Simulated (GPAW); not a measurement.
A calculation with GPAW 26.7.0 of TiSn (native input, Cartesian positions):

The input run.py:

```python
from ase.io import read
from gpaw import PW
from gpaw.dft import DFT

atoms = read('TiSn.xyz')

dft = DFT(atoms,
          mode=PW(600),
          xc='PBE',
          kpts={'size': (8, 8, 8), 'gamma': True},
          occupations={'name': 'fermi-dirac', 'width': 0.05},
          nbands=24,
          convergence={'density': 1e-05, 'energy': 1e-05},
          maxiter=150,
          txt='gpaw.txt')
print(f'Energy: {dft.calculate_energy():.6f} eV')
print('Forces (eV/A):')
print(dft.calculate_forces().round(4))
print('Stress (eV/A^3):', dft.calculate_stress().round(6))
dft.write_gpw_file('gs.gpw')
```

TiSn.xyz

```xyz
2
Lattice="0.0000000000 2.8005500000 2.8005500000 2.8005500000 0.0000000000 2.8005500000 2.8005500000 2.8005500000 0.0000000000" Properties=species:S:1:pos:R:3 pbc="T T T"
Ti     0.0000000000      0.0000000000      0.0000000000
Sn     2.8005500000      2.8005500000      2.8005500000
```

Potentials or basis: GPAW PAW data sets (gpaw-data 1.2.1), pw.

Command:

```sh
$ OMP_NUM_THREADS=1 python run.py
```

The cell was built by a generator and needn't be a form met in nature.

Problem. Write the same calculation in another form: ASE script, structure typed inline.

Solution. As run:

Contents of run.py:

```python
from ase import Atoms
from ase.dft.bandgap import bandgap
from ase.io import write
from ase.units import GPa
from gpaw import GPAW, PW

atoms = Atoms(['Ti', 'Sn'],
              cell=[[0.0, 2.80055, 2.80055],
                    [2.80055, 0.0, 2.80055],
                    [2.80055, 2.80055, 0.0]],
              scaled_positions=[[0.0, 0.0, 0.0],
                                [0.5, 0.5, 0.5]],
              pbc=True)

calc = GPAW(mode=PW(600),
            xc='PBE',
            kpts={'size': (8, 8, 8), 'gamma': True},
            occupations={'name': 'fermi-dirac', 'width': 0.05},
            nbands=24,
            convergence={'density': 1e-05, 'energy': 1e-05},
            maxiter=150,
            txt='gpaw.txt')
atoms.calc = calc
energy = atoms.get_potential_energy()
forces = atoms.get_forces()
stress = atoms.get_stress()
calc.write('gs.gpw')
write('result.traj', atoms)
print(f'Energy: {energy:.6f} eV')
print('Forces (eV/A):')
print(forces.round(4))
print('Stress (GPa):', (stress / GPa).round(3))
print('Fermi level:', round(calc.get_fermi_level(), 4), 'eV')
print(f'Gap: {bandgap(calc)[0]:.4f} eV, direct: {bandgap(calc, direct=True)[0]:.4f} eV')
```

Potentials or basis: GPAW PAW data sets (gpaw-data 1.2.1), pw.

The run is started by

```bash
$ OMP_NUM_THREADS=1 python run.py
```

Both were run:

|  | native input, Cartesian positions | ASE script, structure typed inline |
| --- | --- | --- |
| Pressure | -0.4 GPa | -0.4 GPa |
| Band gap on the k mesh | none (metal or under the smearing width) | none (metal or under the smearing width) |

Keys that steer only the numerical path or the files written may differ.
